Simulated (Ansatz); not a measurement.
I need cell relaxations under several functionals of Mo, space group P6/mmm. Use Ansatz's Python interface. Level of theory (first run): BLYP, PAW, cutoff 470 eV, 11×11×11 k-points, cold smearing of 0.1 eV, D3BJ dispersion.

Input file `mo.cif`:
```cif
data_Mo
_cell_length_a 2.735510
_cell_length_b 2.735510
_cell_length_c 2.555181
_cell_angle_alpha 90.00000
_cell_angle_beta 90.00000
_cell_angle_gamma 120.00000
_symmetry_space_group_name_H-M 'P 1'
_symmetry_Int_Tables_number 1
loop_
_symmetry_equiv_pos_as_xyz
'x, y, z'
loop_
_atom_site_label
_atom_site_type_symbol
_atom_site_fract_x
_atom_site_fract_y
_atom_site_fract_z
Mo1 Mo    0.000000    0.000000    0.500000
```

`lattice.py`
```python
"""How the lattice of Mo depends on the functional."""

import ansatz as az
from ase.io import read
import numpy as np

def edges_and_angles(cell):
    cell = np.asarray(cell)
    a, b, c = np.linalg.norm(cell, axis=1)
    cosines = cell[1] @ cell[2] / (b * c), cell[0] @ cell[2] / (a * c), cell[0] @ cell[1] / (a * b)
    return (a, b, c, *np.degrees(np.arccos(cosines)))

atoms = read("mo.cif")
xtal = az.Crystal.from_ase(atoms)

setup = (
    xtal.calculation()
    .basis(470)
    .kpoints(11, 11, 11, center="gamma")
    .occupations("Marzari-Vanderbilt", width=0.1)
    .relax(cell=True, force_tolerance=0.01)
)

levels = [("blyp", "d3bj"), ("pbesol", "d3bj"), ("pbesol", "none")]
print("level            a       b       c    alpha   beta  gamma  V/atom  steps")
for name, dispersion in levels:
    seen = []
    run = setup.functional(name, dispersion=dispersion).session().plan()
    done = run.execute(on_event=lambda e: seen.append(e) if e["event"] == "relax_step" else None)
    cell = done.lattice.cell_ang
    label = name if dispersion == "none" else f"{name}+{dispersion}"
    print("{:13s} {:7.4f} {:7.4f} {:7.4f} {:6.2f} {:6.2f} {:6.2f}".format(label, *edges_and_angles(cell)), f"{abs(np.linalg.det(cell)) / len(done.lattice.sites):7.3f} {len(seen):5d}")
```

Running `python lattice.py` prints:
```text
level            a       b       c    alpha   beta  gamma  V/atom  steps
blyp+d3bj      2.7448  2.7448  2.4876  90.00  90.00 120.00  16.230     6
pbesol+d3bj    2.7179  2.7179  2.4580  90.00  90.00 120.00  15.724     6
pbesol         2.7458  2.7458  2.4807  90.00  90.00 120.00  16.197     6
```

From smallest to largest: PBEsol+D3BJ (15.72 Å³ an atom, -5.0 % against the start), PBEsol (16.20 Å³ an atom, -2.2 % against the start) and BLYP+D3BJ (16.23 Å³ an atom, -2.0 % against the start). The spread is 3.2 % in volume.

What to keep in mind:
- No spin polarisation was allowed.
- BLYP and dispersion corrections can be off by several per cent in the lattices of metals, and by several GPa in the pressure at a fixed cell.
- For a metal this k-point mesh is coarse: on a finer one energies can move by several to tens of meV an atom and pressures by half a GPa or more, differences at one mesh by less.
- This isn't the structure that Mo takes at ambient conditions.
- Processor time in the engine: 14 s on 1 thread of Intel(R) Xeon(R) Processor @ 2.30GHz (shared host), peak memory 0.55 GiB.
